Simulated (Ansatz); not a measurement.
# C3H7In: how energies converge with the basis set

One table from this session's results is given with a row withheld; the runs are named, their logs left out.

Computed with Ansatz 0.2.0, Gaussian basis. Level: one geometry, several basis sets.

Plan: PBE0-D4/def2-SVP; ωB97M-V/def2-SVP; PBE0-D4/def2-QZVPP; ωB97M-V/def2-QZVPP; the functionals' def2-TZVPP values are taken from earlier runs.

## The relaxed structure

The geometry comes from an earlier relaxation with PBE0-D4 in a triple-zeta def2 set; it is a stationary point, not always the lowest conformer. In takes the def2 core potential; no spin-orbit term is included.

SMILES `C=[C](C)[InH2]`, 11 atoms, charge 0, spin multiplicity 1.

Atoms are counted from 1 here; the program's logs count them from 0.

Bond lengths: C1–C2 1.334 Å, C1–H5 1.086 Å, C1–H6 1.092 Å, C2–C3 1.498 Å, C2–In4 2.148 Å, C3–H7 1.095 Å, C3–H8 1.096 Å, C3–H9 1.095 Å, In4–H10 1.728 Å, In4–H11 1.728 Å. Angles: C2–C1–H5 122.6°, C2–C1–H6 121.5°, H5–C1–H6 115.8°, C1–C2–C3 121.3°, C1–C2–In4 116.9°, C3–C2–In4 121.8°, C2–C3–H7 111.3°, C2–C3–H8 111.8°, C2–C3–H9 111.3°, H7–C3–H8 108.0°, H7–C3–H9 106.1°, H8–C3–H9 108.0°, C2–In4–H10 116.7°, C2–In4–H11 121.4°, H10–In4–H11 121.9°.

Coordinates:

```xyz
11
C3H7In
C     0.18670    1.47133    0.41150
C    -0.01114    0.18177    0.13478
C    -0.64138   -0.74080    1.13211
In    0.61511   -0.50417   -1.80235
H     0.64147    2.15897   -0.29556
H    -0.10290    1.89997    1.37288
H    -1.55645   -1.19138    0.73505
H    -0.89549   -0.22109    2.06241
H     0.02397   -1.57371    1.38026
H     1.32661    0.67113   -2.84988
H     0.41350   -2.15202   -2.28119
```

The first run:

Contents of in.yaml:

```yaml
crystal:
  periodic: [false, false, false]
  atoms:
    - {symbol: C, position_ang: [0.186704, 1.471330, 0.411497]}
    - {symbol: C, position_ang: [-0.011142, 0.181772, 0.134776]}
    - {symbol: C, position_ang: [-0.641383, -0.740798, 1.132108]}
    - {symbol: In, position_ang: [0.615114, -0.504172, -1.802346]}
    - {symbol: H, position_ang: [0.641468, 2.158971, -0.295563]}
    - {symbol: H, position_ang: [-0.102902, 1.899967, 1.372879]}
    - {symbol: H, position_ang: [-1.556450, -1.191384, 0.735051]}
    - {symbol: H, position_ang: [-0.895491, -0.221090, 2.062409]}
    - {symbol: H, position_ang: [0.023975, -1.573709, 1.380257]}
    - {symbol: H, position_ang: [1.326605, 0.671131, -2.849878]}
    - {symbol: H, position_ang: [0.413502, -2.152016, -2.281189]}
basis:
  gaussian: {orbitals: def2-SVP}
hamiltonian: {xc: pbe0, dispersion: d4}
output: {orbitals: {seedname: orbitals}}
```

Started as:

```sh
$ ansatz run in.yaml --threads 4 --pin off --events-out ev --progress --plain --max-ram 10444MiB
```

Steps of the session up to this table: PBE0-D4 in def2-SVP; ωB97M-V in def2-SVP; PBE0-D4 in def2-QZVPP; ωB97M-V in def2-QZVPP.

One of the session's tables, all rows but one given; the rest of the session is left out.

It belongs to the step «Functionals by basis». 

```
functional       basis  HOMO (eV)  LUMO (eV)
   PBE0-D4    def2-SVP      -7.32      -1.64
   PBE0-D4  def2-TZVPP      -7.34      -1.71
   PBE0-D4  def2-QZVPP      -7.35      -1.72
   ωB97M-V    def2-SVP      -9.45      -0.05
   ωB97M-V  def2-TZVPP      -9.49      -0.21
   ωB97M-V  def2-QZVPP          ?          ?
```

**Question.** Estimate the row for ωB97M-V, def2-QZVPP.

**Answer.** HOMO (eV): -9.50; LUMO (eV): -0.24. In the column «HOMO (eV)» it is the lowest.
